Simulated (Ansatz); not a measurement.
# Y2Al3N5: the cost of one run

Method: DFT PBE, scalar-relativistic, plane waves, PAW, in Ansatz 0.2.0.

## 1. Starting point

The structure is tetragonal, space group I4/mmm (No. 139). Conventional cell: a = 3.455 Å, b = 3.455 Å, c = 24.429 Å, α = 90.00°, β = 90.00°, γ = 90.00°. Around Y (site symmetry 4mm) lie 6 N at 2.44 Å. Al (site symmetry 4mm) has 6 N at 2.44 Å as nearest neighbours. Around Al (site symmetry 4/mmm) lie 6 N at 2.44 Å. N (site symmetry 4mm) has 1 Y at 2.44 Å and 5 Al at 2.44 Å as nearest neighbours. N (site symmetry 4/mmm) has 6 Al at 2.44 Å as nearest neighbours. N (site symmetry 4mm) has 1 Al at 2.44 Å and 5 Y at 2.44 Å as nearest neighbours.

As a file:

```
Y Al N
1.0
    -1.72738    1.72738   12.21444
     1.72738   -1.72738   12.21444
     1.72738    1.72738  -12.21444
Y Al N
2 3 5
Direct
  0.80000 0.80000 0.00000
  0.20000 0.20000 0.00000
  0.40000 0.40000 0.00000
  0.00000 0.00000 0.00000
  0.60000 0.60000 0.00000
  0.90000 0.90000 0.00000
  0.50000 0.50000 0.00000
  0.10000 0.10000 0.00000
  0.70000 0.70000 0.00000
  0.30000 0.30000 0.00000
```

The start is an ordering of an alloy on its end members' structure types: elements ordered on the sites of the AlN type, Al/Y on Al (I4/mmm, No. 139).

## 2. A first look at the guess

input.yaml

```yaml
crystal:
  lattice:
    - [-1.72738218, 1.72738218, 12.21443651]
    - [1.72738218, -1.72738218, 12.21443651]
    - [1.72738218, 1.72738218, -12.21443651]
  atoms:
    - { symbol: "Y", position: [0.8, 0.8, 0.0] }
    - { symbol: "Y", position: [0.2, 0.2, 0.0] }
    - { symbol: Al, position: [0.4, 0.4, 0.0] }
    - { symbol: Al, position: [0.0, 0.0, 0.0] }
    - { symbol: Al, position: [0.6, 0.6, 0.0] }
    - { symbol: "N", position: [0.9, 0.9, 0.0] }
    - { symbol: "N", position: [0.5, 0.5, 0.0] }
    - { symbol: "N", position: [0.1, 0.1, 0.0] }
    - { symbol: "N", position: [0.7, 0.7, 0.0] }
    - { symbol: "N", position: [0.3, 0.3, 0.0] }
basis:
  ecutwfc: 420
kpoints:
  mp_grid: { grid: [8, 8, 8] }
hamiltonian:
  xc: pbe
scf:
  occupations: { method: gaussian, width: 0.1 }
  lower_state_search: "off"
output:
  forces: true
  stress: true
  eigenvalues: true
```

Command:

```sh
$ ansatz run input.yaml --threads 1 --pin off --max-ram 2560MiB --backend cpu --events-out ev --progress --plain --runs-dir out
```

**Question.** How long does this run take on 1 thread of Intel Xeon at 2.50GHz (Skylake/Cascade Lake), shared host, and how much memory does it need?

About 33 s, with a peak of 0.55 GiB.
